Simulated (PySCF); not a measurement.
# I6Nb ([NbI6]2-): the cost of one run

Computed with PySCF 2.14.0 and routines of our own; the level stands in each step. Atoms count from 0.

## Step 1: The starting structure

7 atoms, charge -2, states of the metal's open shell are computed; geometry from: model geometry, bond lengths from ionic radii.

## Step 2: Ligand-field states: state-averaged CASSCF in water

What the job is given:

```
{"job": {"kind": "lf", "basis": {"metal": "x2c-TZVPall", "ligand": "x2c-SVPall"}, "nevpt": true, "solvent": "water"}, "charge": -2, "metal": "Nb", "open_shell": "d1"}
Nb     0.000000     0.000000     0.000000
I      0.000000     0.000000     2.740000
I      0.000000     0.000000    -2.740000
I      2.740000     0.000000     0.000000
I     -2.740000     0.000000     0.000000
I      0.000000     2.740000     0.000000
I     -0.000000    -2.740000     0.000000
```

Method: state-averaged CASSCF of the metal d shell, SC-NEVPT2 on the averaged canonical orbitals, state-interaction spin-orbit coupling.

Command:

```sh
OMP_NUM_THREADS=1 python lf_run.py task.json out
```

This one command runs all jobs of the session in turn.

Q: Estimate the wall time and peak memory of this first job on 1 thread of AMD EPYC 7R43, shared host.

About 5.9 min, with a peak of 0.69 GiB.
